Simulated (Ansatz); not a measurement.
# BPd4 (Pmm2) in Ansatz: notebook, part 2 of 2

Ansatz 0.2.0. The steps go on from the part before.

**3. Band structure, PBE**

Contents of input.yaml:

```yaml
crystal:
  lattice:
    - [2.8920299704, 0.0, 0.0]
    - [0.0, 4.3650077954, 0.0]
    - [0.0, 0.0, 5.856315]
  atoms:
    - { symbol: Pd, position: [0.5, 0.0, 0.197578] }
    - { symbol: Pd, position: [0.0, 0.0, 0.61947] }
    - { symbol: Pd, position: [0.0, 0.5, 0.329164] }
    - { symbol: Pd, position: [0.5, 0.5, 0.867561] }
    - { symbol: B, position: [0.5, 0.0, 0.863227] }
hamiltonian:
  xc: pbe
  pseudopotentials: { kind: paw }
kpoints:
  mp_grid: { grid: [7, 5, 4] }
  band_path:
    path:
      - [[0.0, 0.0, 0.0], [0.5, 0.0, 0.0], [0.5, 0.5, 0.0], [0.0, 0.5, 0.0], [0.0, 0.0, 0.0], [0.0, 0.0, 0.5], [0.5, 0.0, 0.5], [0.5, 0.5, 0.5], [0.0, 0.5, 0.5], [0.0, 0.0, 0.5]]
      - [[0.0, 0.5, 0.0], [0.0, 0.5, 0.5]]
      - [[0.5, 0.0, 0.5], [0.5, 0.0, 0.0]]
      - [[0.5, 0.5, 0.0], [0.5, 0.5, 0.5]]
    npoints: 14
scf:
  occupations: { method: fermi_dirac, width: 0.05 }
  n_extra_bands: 12
output:
  forces: true
  stress: true
  eigenvalues: true
  fatbands: false
```

Potentials or basis: Ansatz PAW.

Command:

```bash
ansatz run input.yaml --threads 2 --pin off --max-ram 5632MiB --backend cpu --events-out ev --progress --plain --runs-dir out
```

Standard output:

```text
Warning: RAYON_NUM_THREADS=2 ignored (pool sized by the plan → 2); use --threads N
scf.n_extra_bands = 12 over 38 filled bands (N_el = 75.0): the run solves 50 bands
Engine: ansatz 0.2.0, aarch64-unknown-linux-gnu
Pseudopotentials: kind: paw
Pseudopotential: Pd, paw, valence charge 18, recommended cutoff 420 eV (normal), Pd.paw.azcp
Pseudopotential: B, paw, valence charge 3, recommended cutoff 420 eV (normal), B.paw.azcp
[... 50 lines left out ...]
  E_closure    = -0.000000  (closes the sum)
  Σ components = -28047.309372   (vs F -28047.309372, Δ=0.00e0)
--- Forces (eV/Å), atoms counted from 1 ---
  atom   1  Pd     0.00000000     0.00000000    -0.26275968
  atom   2  Pd     0.00000000     0.00000000     0.07369217
  atom   3  Pd     0.00000000     0.00000000     0.04780599
  atom   4  Pd     0.00000000     0.00000000     0.09053522
  atom   5  B      0.00000000     0.00000000     0.05065839
  max |Σ_I F_I| component: 6.79e-5 eV/Å
--- Stress (GPa, compression-positive) ---
       -1.249084       0.000000       0.000000
        0.000000      -0.864670       0.000000
        0.000000       0.000000      -1.528740
  P = ⅓ Tr σ = -1.2142 GPa (-12.142 kbar)
--- Band table (eV; the first three rows and the last of 36) ---
  k-point 0: bands = ["-68.3399", "-68.0731", "-67.6457", "-67.2610", "-34.2217", "-34.0880", "-34.0739", "-33.8996", "-33.7294", "-33.6558", "-33.5879", "-33.2492", "-33.1675", "-33.0593", "-32.9278", "-32.9097", "6.9010", "10.9061", "11.1113", "11.7935", "11.8193", "12.3783", "12.5504", "12.8801", "13.2024", "13.3994", "13.4696", "14.1701", "14.2162", "14.2463", "14.4316", "14.5590", "14.9318", "14.9764", "15.1612", "15.5371", "15.8146", "16.0773", "16.4183", "16.7833", "21.6005", "21.8021", "22.2916", "22.7099", "25.0389", "26.1529", "28.2814", "29.8705", "30.0753", "30.5417"]
  k-point 1: bands = ["-68.3399", "-68.0731", "-67.6457", "-67.2610", "-34.2200", "-34.0879", "-34.0756", "-33.8984", "-33.7334", "-33.6530", "-33.5880", "-33.2485", "-33.1674", "-33.0594", "-32.9278", "-32.9105", "7.0412", "10.6002", "11.1522", "11.8196", "11.9536", "12.3018", "12.6830", "12.7702", "12.9424", "13.4565", "13.5162", "14.0433", "14.1113", "14.1231", "14.3836", "14.4938", "14.8874", "15.0031", "15.0434", "15.2158", "15.6869", "16.4106", "17.1433", "17.4814", "21.5549", "21.6252", "21.9275", "23.0891", "25.1305", "26.4623", "26.9769", "30.2468", "30.2960", "30.4626"]
  k-point 2: bands = ["-68.3399", "-68.0731", "-67.6457", "-67.2610", "-34.2183", "-34.0879", "-34.0773", "-33.8971", "-33.7372", "-33.6503", "-33.5880", "-33.2477", "-33.1674", "-33.0594", "-32.9278", "-32.9114", "7.2065", "10.2121", "11.2341", "11.9481", "12.1923", "12.2813", "12.4762", "12.7618", "12.8560", "13.4534", "13.5774", "13.8877", "13.9720", "14.0210", "14.1354", "14.5554", "14.6696", "15.0655", "15.1070", "15.2652", "15.5233", "16.4026", "17.9676", "18.2989", "20.8714", "21.3961", "22.2663", "23.5625", "24.2955", "26.7122", "26.8461", "29.9407", "30.3915", "30.7482"]
  k-point 35: bands = ["-68.3305", "-68.0642", "-67.6373", "-67.2529", "-34.2265", "-34.1925", "-34.0776", "-33.8775", "-33.7152", "-33.6991", "-33.6583", "-33.2836", "-33.2353", "-33.0666", "-33.0342", "-32.8986", "8.8572", "10.5664", "10.9215", "11.7732", "11.9427", "12.3178", "12.8873", "12.9987", "13.1626", "13.5893", "13.6860", "13.8061", "14.1384", "14.6413", "14.7626", "14.9656", "15.1683", "15.6122", "15.8085", "15.9724", "16.0617", "16.9388", "18.0388", "18.4469", "19.3206", "20.5972", "21.3611", "23.5836", "25.1587", "26.2599", "27.3605", "28.0286", "28.4368", "29.1892"]
```

bands.tsv:

```text
[... 198 lines left out ...]
9.369843	-84.694543	-84.428302	-84.001455	-83.616995	-50.597987	-50.555704	-50.442490	-50.241428	-50.087484	-50.063546	-50.024161	-49.653911	-49.599233	-49.428551	-49.402425	-49.262866	-7.347595	-5.889721	-5.586783	-4.593903	-4.509180	-4.049703	-3.475119	-3.349573	-3.301057	-2.689503	-2.618734	-2.382751	-1.913537	-1.882746	-1.680734	-1.423246	-1.171276	-0.695486	-0.627974	-0.201687	-0.172849	1.038438	2.206099	2.409364	2.683264	3.484850	4.299237	6.513328	8.997504	10.932298	10.968256	11.365956	12.029890	12.180839
```

Wall time 18 s (2 threads of Arm Neoverse V2, shared host); peak memory 0.52 GiB.

What came out:

```yaml
Free_energy: -28047.3094 eV
Pressure: -1.2 GPa
Largest_force: 0.263 eV/Å
Band_gap_on_the_k_mesh: none (metal or under the smearing width)
```

Forces on the atoms (eV/Å):
```
Pd   0.000  0.000 -0.263
Pd   0.000  0.000  0.074
Pd   0.000  0.000  0.048
Pd   0.000  0.000  0.091
B    0.000  0.000  0.051
```

Levels at the corners of the path, in eV from the Fermi level:
```tsv
point	band 34	band 35	band 36	band 37	band 38	band 39	band 40	band 41
Γ	-1.39	-1.20	-0.83	-0.55	-0.29	0.05	0.42	5.24
X	-0.65	-0.61	-0.32	0.42	0.46	1.78	2.51	3.43
S	-0.77	-0.39	-0.06	0.78	1.46	2.33	2.39	3.07
Y	-1.46	-0.99	-0.89	-0.86	-0.75	-0.46	1.39	2.25
Γ	-1.39	-1.20	-0.83	-0.55	-0.29	0.05	0.42	5.24
Z	-1.30	-1.26	-1.10	-0.84	0.04	1.60	1.93	4.51
U	-0.63	-0.58	-0.31	0.01	0.55	1.55	2.39	2.83
R	-0.70	-0.63	-0.20	-0.17	1.04	2.21	2.41	2.68
T	-1.18	-0.96	-0.88	-0.83	-0.47	-0.44	-0.13	3.30
Z	-1.30	-1.26	-1.10	-0.84	0.04	1.60	1.93	4.51
Y	-1.46	-0.99	-0.89	-0.86	-0.75	-0.46	1.39	2.25
T	-1.18	-0.96	-0.88	-0.83	-0.47	-0.44	-0.13	3.30
U	-0.63	-0.58	-0.31	0.01	0.55	1.55	2.39	2.83
X	-0.65	-0.61	-0.32	0.42	0.46	1.78	2.51	3.43
S	-0.77	-0.39	-0.06	0.78	1.46	2.33	2.39	3.07
R	-0.70	-0.63	-0.20	-0.17	1.04	2.21	2.41	2.68
```

**4. Band structure, PBEsol**

input.yaml, as its differences from that of step 3:

```diff
@@ -12,3 +12,3 @@
 hamiltonian:
-  xc: pbe
+  xc: pbesol
   pseudopotentials: { kind: paw }
```

Command:

```bash
ansatz run input.yaml --threads 2 --pin off --max-ram 5632MiB --backend cpu --events-out ev --progress --plain --runs-dir out
```

Wall time 18 s (2 threads of Arm Neoverse V2, shared host); peak memory 0.52 GiB.

It converged, with:

- Free energy: -27779.0570 eV
- Pressure: -8.5 GPa
- Largest force: 0.192 eV/Å
- Band gap on the k mesh: none (metal or under the smearing width)

Forces in eV/Å, atoms in the order of the input:
```
Pd   0.000  0.000 -0.192
Pd   0.000  0.000  0.049
Pd   0.000  0.000 -0.027
Pd   0.000  0.000  0.143
B    0.000  0.000  0.027
```

Stress tensor (GPa, compression positive):
```
-8.54  0.00  0.00
 0.00 -8.66  0.00
 0.00  0.00 -8.44
```

Levels at the corners of the path, in eV from the Fermi level:
| point | band 35 | band 36 | band 37 | band 38 | band 39 | band 40 |
| --- | --- | --- | --- | --- | --- | --- |
| Γ | -1.19 | -0.82 | -0.54 | -0.32 | 0.06 | 0.41 |
| X | -0.60 | -0.31 | 0.42 | 0.45 | 1.78 | 2.53 |
| S | -0.37 | -0.06 | 0.79 | 1.45 | 2.33 | 2.35 |
| Y | -0.99 | -0.87 | -0.86 | -0.77 | -0.45 | 1.33 |
| Γ | -1.19 | -0.82 | -0.54 | -0.32 | 0.06 | 0.41 |
| Z | -1.25 | -1.08 | -0.83 | 0.05 | 1.61 | 1.91 |
| U | -0.58 | -0.30 | 0.01 | 0.55 | 1.55 | 2.41 |
| R | -0.62 | -0.19 | -0.17 | 1.02 | 2.16 | 2.34 |
| T | -0.95 | -0.88 | -0.85 | -0.46 | -0.44 | -0.13 |
| Z | -1.25 | -1.08 | -0.83 | 0.05 | 1.61 | 1.91 |
| Y | -0.99 | -0.87 | -0.86 | -0.77 | -0.45 | 1.33 |
| T | -0.95 | -0.88 | -0.85 | -0.46 | -0.44 | -0.13 |
| U | -0.58 | -0.30 | 0.01 | 0.55 | 1.55 | 2.41 |
| X | -0.60 | -0.31 | 0.42 | 0.45 | 1.78 | 2.53 |
| S | -0.37 | -0.06 | 0.79 | 1.45 | 2.33 | 2.35 |
| R | -0.62 | -0.19 | -0.17 | 1.02 | 2.16 | 2.34 |

Caveat: the PAW data sets come from PBE, with cores solved anew for the run's functional, which leaves a small shift of forces and pressure.

**5. Band structure, RPBE**

input.yaml, as its differences from that of step 4:

```diff
@@ -12,3 +12,3 @@
 hamiltonian:
-  xc: pbesol
+  xc: rpbe
   pseudopotentials: { kind: paw }
@@ -31 +31,5 @@
   fatbands: false
+  write_density: true
+  write_potential: true
+  elf: true
+  volumetric_format: npy
```

Command:

```bash
ansatz run input.yaml --threads 2 --pin off --max-ram 5632MiB --backend cpu --events-out ev --progress --plain --runs-dir out
```

It took 19 s on 2 threads of Arm Neoverse V2, shared host; peak memory 0.57 GiB.

Results (log left out):

```
Free energy            : -28079.3528 eV
Pressure               : 2.8 GPa
Largest force          : 0.270 eV/Å
Band gap on the k mesh : none (metal or under the smearing width)
```

Forces on the atoms (eV/Å):
```
Pd   0.000  0.000 -0.270
Pd   0.000  0.000  0.053
Pd   0.000  0.000  0.083
Pd   0.000  0.000  0.063
B    0.000  0.000  0.071
```

Stress tensor (GPa, compression positive):
```
2.62 0.00 0.00
0.00 3.34 0.00
0.00 0.00 2.36
```

Levels at the corners of the path, in eV from the Fermi level:
| point | band 34 | band 35 | band 36 | band 37 | band 38 | band 39 | band 40 | band 41 |
| --- | --- | --- | --- | --- | --- | --- | --- | --- |
| Γ | -1.39 | -1.21 | -0.83 | -0.56 | -0.27 | 0.05 | 0.42 | 5.27 |
| X | -0.65 | -0.62 | -0.33 | 0.42 | 0.46 | 1.80 | 2.53 | 3.46 |
| S | -0.77 | -0.40 | -0.06 | 0.78 | 1.47 | 2.35 | 2.40 | 3.09 |
| Y | -1.47 | -0.99 | -0.90 | -0.86 | -0.74 | -0.47 | 1.42 | 2.27 |
| Γ | -1.39 | -1.21 | -0.83 | -0.56 | -0.27 | 0.05 | 0.42 | 5.27 |
| Z | -1.30 | -1.26 | -1.11 | -0.84 | 0.03 | 1.61 | 1.96 | 4.53 |
| U | -0.64 | -0.58 | -0.32 | 0.01 | 0.55 | 1.55 | 2.40 | 2.86 |
| R | -0.70 | -0.63 | -0.21 | -0.17 | 1.05 | 2.23 | 2.44 | 2.71 |
| T | -1.17 | -0.97 | -0.89 | -0.82 | -0.48 | -0.44 | -0.13 | 3.33 |
| Z | -1.30 | -1.26 | -1.11 | -0.84 | 0.03 | 1.61 | 1.96 | 4.53 |
| Y | -1.47 | -0.99 | -0.90 | -0.86 | -0.74 | -0.47 | 1.42 | 2.27 |
| T | -1.17 | -0.97 | -0.89 | -0.82 | -0.48 | -0.44 | -0.13 | 3.33 |
| U | -0.64 | -0.58 | -0.32 | 0.01 | 0.55 | 1.55 | 2.40 | 2.86 |
| X | -0.65 | -0.62 | -0.33 | 0.42 | 0.46 | 1.80 | 2.53 | 3.46 |
| S | -0.77 | -0.40 | -0.06 | 0.78 | 1.47 | 2.35 | 2.40 | 3.09 |
| R | -0.70 | -0.63 | -0.21 | -0.17 | 1.05 | 2.23 | 2.44 | 2.71 |

Caveat: the PAW data sets come from PBE, with cores solved anew for the run's functional, which leaves a small shift of forces and pressure.

**6. Summary**

```tsv
level	gap on the mesh (eV)	pressure (GPa)	largest force (eV/Å)
LDA	none	-13.3	0.22
PBE	none	-1.2	0.26
PBEsol	none	-8.5	0.19
RPBE	none	2.8	0.27
```

Alike in all rows: task band structure; potentials or basis Ansatz PAW; no spin polarisation; cell as given; k mesh 7 × 5 × 4; cutoff (eV) 420; smearing fermi-dirac 0.05 eV.

Every run on the cell as given and a fine mesh finds a metal. The pressure there spans -13.3 GPa (LDA) to 2.8 GPa (RPBE); a positive pressure means that this level wants a larger cell, a negative one a smaller.

Caveats: the PAW data sets come from PBE, with cores solved anew for the run's functional, which leaves a small shift of forces and pressure (some runs).

Absolute energies hang on the potentials; compare differences alone.
